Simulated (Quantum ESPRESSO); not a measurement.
Y3F: Wannier functions under several settings

```
Y F
1.0
     6.26665    0.00000    0.00000
    -3.13333    5.42708    0.00000
     0.00000    0.00000    3.36199
Y F
3 1
Direct
  0.50000 0.00000 0.00000
  0.00000 0.50000 0.00000
  0.50000 0.50000 0.00000
  0.00000 0.00000 0.00000
```

The cell was built by a generator and needn't be a form met in nature.

All runs used Quantum ESPRESSO 7.5; potentials PseudoDojo 0.4.1 SR PBE standard; k mesh 4 × 4 × 6; given cell; no spin polarisation; cutoff 1143 eV; occupations fermi-dirac, width 0.05 eV.

```tsv
level	start	Wannier mesh	spread a function (Å²)	RMS miss of the bands (meV)
PBE	atomic projections with disentanglement	2 × 2 × 4	1.75	35
PBE	atomic projections with disentanglement, not minimised	2 × 2 × 4	2.41	46
PBE	SCDM with an erfc weight	2 × 2 × 4	?	?
```

Q: What stands in the row left open?

A: Spread a function 2.64 Å²; RMS miss of the bands 65 meV.

For the row left open. Caveat: the k mesh is coarse.
